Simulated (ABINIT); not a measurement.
# TaO in ABINIT: the effect of functional

Crystal: TaO.

```
Ta O
1.0
     3.06611    0.00000    0.00000
    -1.53306    2.65533    0.00000
     0.00000    0.00000    3.85502
Ta O
1 1
Direct
  0.00000 0.00000 0.50000
  0.00000 0.00000 0.00000
```

The cell was built by a generator and needn't be a form met in nature.

Alike in all runs:

- Program: ABINIT 10.8.3 (patched build)
- Task: single point
- Potentials or basis: JTH PAW PBE v2.0
- Cutoff: 762 eV
- k mesh: 10 × 10 × 7
- Occupations: fermi-dirac, width 0.05 eV
- Spin: no spin polarisation

| functional | pressure (GPa) |
| --- | --- |
| LDA | ? |
| PBEsol | -5.6 |
| RPBE | 3.5 |
| BLYP | 4.6 |
| AM05 | -5.5 |
| r2SCAN | -3.5 |
| SCAN | -5.7 |
| revPBE | 2.6 |
| PW91 | -0.7 |
| WC | -5.4 |

Task: What does the run with functional LDA give?

Result: Pressure -10.2 GPa.

Caveats: the PAW data sets were made with another functional, which shifts forces and pressure a little; an odd number of electrons without spin polarisation forces a metal; a magnetic or distorted state may lie lower; the atomic spheres overlap.

Runs at the PBE level aren't shown here.
